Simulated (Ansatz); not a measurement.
# Ta3TiN4: the cost of one run

Computed with Ansatz 0.2.0 (DFT PBE, scalar-relativistic, plane waves, PAW, unless a step's input says otherwise).

2 further runs of the same task are left out: 1 that didn't finish, 1 set aside as unsound or not needed.

### 1 The structure to begin with

It takes space group Pm-3m (No. 221, cubic). Conventional cell: a = 4.728 Å, b = 4.728 Å, c = 4.728 Å, α = 90.00°, β = 90.00°, γ = 90.00°. Ti (site symmetry m-3m) has 6 N at 2.36 Å as nearest neighbours. Ta (site symmetry 4/mmm) is surrounded by 6 N at 2.36 Å. N (site symmetry 4/mmm) has 2 Ti at 2.36 Å and 4 Ta at 2.36 Å as nearest neighbours. Around N (site symmetry m-3m) lie 6 Ta at 2.36 Å.

Coordinates:

```
Ti Ta N
1.0
     4.72783    0.00000    0.00000
     0.00000    4.72783    0.00000
     0.00000    0.00000    4.72783
Ti Ta N
1 3 4
Direct
  0.00000 0.00000 0.00000
  0.00000 0.50000 0.50000
  0.50000 0.50000 0.00000
  0.50000 0.00000 0.50000
  0.50000 0.00000 0.00000
  0.00000 0.00000 0.50000
  0.50000 0.50000 0.50000
  0.00000 0.50000 0.00000
```

The start is an ordering of an alloy on its end members' structure types: elements ordered on the sites of the TaN type, Ti/Ta on Ta (Pm-3m, No. 221).

### 2 The guess as it stands, on a coarse mesh

Contents of input.yaml:

```yaml
crystal:
  lattice:
    - [4.72783243, 0.0, 0.0]
    - [0.0, 4.72783243, 0.0]
    - [0.0, 0.0, 4.72783243]
  atoms:
    - { symbol: Ti, position: [0.0, 0.0, 0.0], spin: 1.0 }
    - { symbol: Ta, position: [0.0, 0.5, 0.5] }
    - { symbol: Ta, position: [0.5, 0.5, 0.0] }
    - { symbol: Ta, position: [0.5, 0.0, 0.5] }
    - { symbol: "N", position: [0.5, 0.0, 0.0] }
    - { symbol: "N", position: [0.0, 0.0, 0.5] }
    - { symbol: "N", position: [0.5, 0.5, 0.5] }
    - { symbol: "N", position: [0.0, 0.5, 0.0] }
basis:
  ecutwfc: 420
kpoints:
  mp_grid: { grid: [4, 4, 4] }
hamiltonian:
  xc: pbe
scf:
  occupations: { method: gaussian, width: 0.1 }
  lower_state_search: "off"
output:
  forces: true
  stress: true
  eigenvalues: true
  populations: true
magnetization:
  spin_polarized: true
```

Run with:

```
$ ansatz run input.yaml --threads 1 --pin off --max-ram 2560MiB --backend cpu --events-out ev --progress --plain --runs-dir out
```

**Question.** How long does this run take on 1 thread of AMD EPYC (Zen 3), shared host, and how much memory does it need?

About 19 s, with a peak of 0.45 GiB.
